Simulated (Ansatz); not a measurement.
# Ru4F: the cost of one run

Program: Ansatz 0.2.0. Level of theory: DFT PBE, scalar-relativistic, plane waves, PAW. These are calculated values, not measurements.

26 further runs of the same task are left out: 1 that didn't finish, 25 set aside as unsound or not needed. Runs told in other sessions of the task aren't counted.

### 1 The structure to begin with

Symmetry: Cm, No. 8, monoclinic system. The conventional cell has a = 4.711 Å, b = 2.720 Å, c = 23.366 Å, α = 90.00°, β = 90.00°, γ = 90.00°. Ru (site symmetry m) has 9 Ru at 2.66 to 2.72 Å in its first shell of neighbours. Ru (site symmetry m) has 12 Ru at 2.65 to 2.72 Å in its first shell of neighbours. Ru (site symmetry m) has 12 Ru at 2.60 to 2.72 Å in its first shell of neighbours. Ru (site symmetry m) is surrounded by 1 F at 1.61 Å. F (site symmetry m) has 1 Ru at 1.61 Å in its first shell of neighbours.

As a file:

```
CELL_PARAMETERS angstrom
2.71980 0.00000 0.00000
-1.35990 2.35541 0.00000
0.00000 0.00000 23.36634
ATOMIC_POSITIONS crystal
Ru 0.66667 0.33333 0.17119
Ru 0.33333 0.66667 0.26313
Ru 0.66667 0.33333 0.35475
Ru 0.33333 0.66667 0.44364
F 0.44444 0.55556 0.50869
```

This is the geometry of the first run shown, built on a cell relaxed beforehand with the same method.

### 2 Plan of the line

Atoms count from 1 in the order of the input.

F is moved along a line over the surface and along the normal, above a rigid substrate.

First coordinate, position of F5 along the long diagonal of the hexagonal surface cell, from above Ru4: 9 values from 0.00 to 4.19 Å, periodic. Second coordinate, height of F5 above the plane of Ru4: 8 values from 0.85 to 3.79 Å.

Nothing else is relaxed. Points are written as (first, second).

### 3 Point (0.52 Å, 1.52 Å)

A dipole layer in the vacuum cancels the field that periodic copies would set up if the slab's two faces differ.

input.yaml reads:

```yaml
crystal:
  lattice:
    - [2.7197977463, 0.0, 0.0]
    - [-1.3598988731, 2.3554139414, 0.0]
    - [0.0, 0.0, 23.3663388859]
  atoms:
    - { symbol: Ru, position: [0.6666666667, 0.3333333333, 0.1711864242] }
    - { symbol: Ru, position: [0.3333333333, 0.6666666667, 0.2631276517] }
    - { symbol: Ru, position: [0.6666666667, 0.3333333333, 0.3547465179] }
    - { symbol: Ru, position: [0.3333333333, 0.6666666667, 0.4436441214] }
    - { symbol: F, position: [0.4444444444, 0.5555555556, 0.5086949626], spin: 1.0 }
basis:
  ecutwfc: 420
kpoints:
  mp_grid: { grid: [12, 12, 1] }
hamiltonian:
  xc: pbe
  pseudopotentials: { kind: paw, azcp: { folder: soft_1 } }
scf:
  occupations: { method: gaussian, width: 0.1 }
output:
  forces: true
  eigenvalues: true
  populations: true
magnetization:
  spin_polarized: true
efield:
  axis: 3
  dipole_correction: true
  ramp_width: 0.04
```

Launch:

```sh
$ ansatz run input.yaml --threads 1 --pin off --max-ram 3072MiB --backend cpu --events-out ev --progress --plain --runs-dir out
```

Q: Estimate wall time and peak memory on 1 thread of Arm Neoverse V2, shared host.

About 96 s, with a peak of 0.61 GiB.
